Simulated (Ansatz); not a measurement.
# Ag: stress in a strained cell

Aim: deform Ag (equal xx and yy strain of +1 %) and compute stress, forces and field gradients with LAPW, PAW and all-electron datasets made for the crystal.

Computed with Ansatz 0.2.0 (DFT PBEsol, scalar-relativistic, unless a step's input says otherwise).

### 1 Starting point

It takes space group Fm-3m (No. 225, cubic). Conventional cell: a = 4.086 Å, b = 4.086 Å, c = 4.086 Å, α = 90.00°, β = 90.00°, γ = 90.00°. Around Ag (site symmetry m-3m) lie 12 Ag at 2.89 Å.

Coordinates:

```
CELL_PARAMETERS angstrom
0.00000 2.04310 2.04310
2.04310 0.00000 2.04310
2.04310 2.04310 0.00000
ATOMIC_POSITIONS crystal
Ag 0.00000 0.00000 0.00000
```

### 2 After the deformation

Space group Fm-3m before, I4/mmm after.

### 3 Full-potential LAPW

File input.yaml:

```yaml
crystal:
  lattice:
    - [0.0, 2.063531, 2.0431]
    - [2.063531, 0.0, 2.0431]
    - [2.063531, 2.063531, 0.0]
  atoms:
    - { symbol: Ag, position: [0.0, 0.0, 0.0] }
kpoints:
  mp_grid: { grid: [15, 15, 15] }
  band_path:
    path:
      - [0.0, 0.0, 0.0]
      - [0.0, 0.5, 0.5]
      - [0.25, 0.75, 0.5]
      - [0.0, 0.5, 0.0]
      - [0.0, 0.0, 0.0]
      - [0.5, 0.5, 0.0]
      - [0.3775125, 0.6224875, 0.0]
      - [-0.3775125, 0.3775125, 0.0]
      - [0.0, 0.0, 0.0]
    npoints: 5
scf:
  occupations: { method: fermi_dirac, width: 0.03 }
hamiltonian:
  xc: pbesol
  pseudopotentials: { kind: all_electron, lapw: { basis_error: 0.0005 } }
output:
  forces: true
  stress: true
  eigenvalues: true
```

Started as:

```console
ansatz run input.yaml --threads 1 --pin off --max-ram 3072MiB --backend cpu --events-out ev --progress --plain --runs-dir out
```

### 4 Frozen-core PAW

File input.yaml:

```yaml
crystal:
  lattice:
    - [0.0, 2.063531, 2.0431]
    - [2.063531, 0.0, 2.0431]
    - [2.063531, 2.063531, 0.0]
  atoms:
    - { symbol: Ag, position: [0.0, 0.0, 0.0] }
kpoints:
  mp_grid: { grid: [15, 15, 15] }
scf:
  occupations: { method: fermi_dirac, width: 0.03 }
hamiltonian:
  xc: pbesol
  pseudopotentials: { kind: paw }
output:
  forces: true
  stress: true
  eigenvalues: true
  efg: { contact_densities: true }
  write_density: true
  write_potential: true
  elf: true
  volumetric_format: npy
```

### 5 All-electron PAW on datasets made for the crystal

Changes to input.yaml since step 4:

```diff
@@ -13,3 +13,3 @@
   xc: pbesol
-  pseudopotentials: { kind: paw }
+  pseudopotentials: { kind: all_electron, datasets: crystal }
 output:
@@ -19,5 +19 @@
   efg: { contact_densities: true }
-  write_density: true
-  write_potential: true
-  elf: true
-  volumetric_format: npy
```

(Steps that only read results are left out.)

What does the calculation give? Wanted: pressure; largest shear or deviatoric stress.

**Answer**, as computed:

| quantity | value |
| --- | --- |
| pressure | LAPW -4.70, PAW -4.68, crystal datasets -4.70 GPa |
| largest shear or deviatoric stress (LAPW) | 0.09 GPa |

What this shows: The largest part of the stress beyond the pressure is 0.09 GPa in size, in the zz component. No run of the undeformed cell stands beside it, so the pressure holds what the given cell had before the change. PAW: stress within 0.02 GPa of LAPW. Crystal datasets: stress within 0.01 GPa of LAPW.
